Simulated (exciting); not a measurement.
KRh: equation of state with PBE

KRh:

```
K Rh
1.0
     3.92662    0.00000    0.00000
     0.00000    3.92662    0.00000
     0.00000    0.00000    3.92662
K Rh
1 1
Cartesian
  0.0000 0.0000 0.0000
  1.9633 1.9633 1.9633
```

The cell was built by a generator and needn't be a form met in nature.

```
Program                                  : exciting (release sodium)
Task                                     : equation of state
Functional                               : PBE
Potentials or basis                      : all-electron LAPW+lo, shipped species files, valence relativity iora*
rgkmax                                   : 8.6
k mesh                                   : 7 × 7 × 7
Occupations                              : fermi-dirac, width 0.05 eV
Spin                                     : no spin polarisation
gmaxvr (cutoff of density and potential) : 14 1/bohr
lmaxapw (and lmaxmat)                    : 10
lmaxvr                                   : 8
nempty                                   : 14
Valence relativity                       : iora*
Muffin-tin radii                         : K 2.2, Rh 2.3 bohr
```

```json
{
  "Equilibrium volume": "outside the volumes run"
}
```

Energy against volume, from the lowest point:
```csv
volume (Å³/atom),energy (meV/atom)
28.455,0.00
29.666,22.14
30.271,34.59
30.876,47.74
31.482,61.52
32.087,75.43
```

Caveat: the minimum lies outside the volumes run.
